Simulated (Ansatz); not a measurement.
This script drives the Python package of Ansatz (0.2.0).

`run_methods.py`
```python
'''One geometry of CH5AlOSSn, method by method.'''

from pathlib import Path

import ansatz
import numpy as np

geometry_ang = [
    ('Al', (-1.7466, 0.0663, -1.2517)),
    ('S', (-0.047, -1.3351, -1.1792)),
    ('C', (0.3072, -0.9398, 0.5398)),
    ('O', (1.6344, -1.4141, 0.8975)),
    ('Sn', (1.7686, 0.599, 0.7598)),
    ('H', (-3.2585, -0.3692, -0.8617)),
    ('H', (-1.5235, 1.6361, -1.6734)),
    ('H', (-0.3824, -1.0989, 1.336)),
    ('H', (1.2941, 1.5374, 2.2343)),
    ('H', (2.0368, 1.2673, -0.7985)),
]
ch5alossn = ansatz.Crystal.molecule()
for symbol, xyz in geometry_ang:
    ch5alossn = ch5alossn.atom(symbol, xyz)

calc = ch5alossn.calculation().basis(gaussian='def2-SVP')

print('functional    E (Ha)        dipole (D)   HOMO (eV)  LUMO (eV)')
for name in ['pbe0', 'cam_b3lyp', 'pbe', 'hf', 'hse06', 'r2scan']:
    r = calc.functional(name).forces().orbitals().run(runs_dir='runs').report
    lines = Path(r['orbitals_path']).read_text().splitlines()
    field_of = lambda key: [line.split('=')[1].strip() for line in lines if line.startswith(key)]
    orbitals = [(27.211386 * float(e), s, float(n)) for e, s, n in zip(field_of('Ene='), field_of('Spin='), field_of('Occup='))]
    homo = max(e for e, _, n in orbitals if n > 0.5)
    lumo = min(e for e, _, n in orbitals if n < 0.5)
    dipole = 4.803205 * np.linalg.norm(r['charge_distribution']['dipole_moment_e_ang'])
    print(f'{name:10s} {r["free_energy_ev"] / 27.211386246:14.6f} {dipole:9.3f} {homo:11.3f} {lumo:10.3f}')
```

It is started by `python run_methods.py`. Estimate its wall time and peak memory on 1 thread of Arm Neoverse V1 (shared host).

It took about 58 s, with a peak of 0.39 GiB, for 6 runs of the engine.

```console
$ python run_methods.py
functional    E (Ha)        dipole (D)   HOMO (eV)  LUMO (eV)
pbe0          -970.489088     3.073      -5.827     -2.568
cam_b3lyp     -970.803355     3.167      -6.940     -1.542
pbe           -970.426887     2.635      -4.856     -3.315
hf            -968.019697     4.041      -7.938      0.373
hse06         -970.468688     3.055      -5.443     -2.938
r2scan        -970.836005     2.874      -5.071     -3.284
```

Reading the output:
- The settings weren't tested for convergence.
- The geometry is a force-field or estimated start, not a minimum of this method, and the basis set is short of its limit. A lower total doesn't mark the better method: functionals have no common bound, and MP2 and coupled cluster aren't variational.
- def2 sets replace the cores of elements past krypton by effective core potentials.
- Levels such as HOMO and LUMO are orbital energies: with these approximate functionals they aren't the ionisation energy and electron affinity, and their gap isn't the fundamental gap.
- hse06 follows the composition of plane-wave codes, whose totals differ by tens of mHa, up to about 0.1 Ha, from the form usual in Gaussian-basis programs (wpbeh).
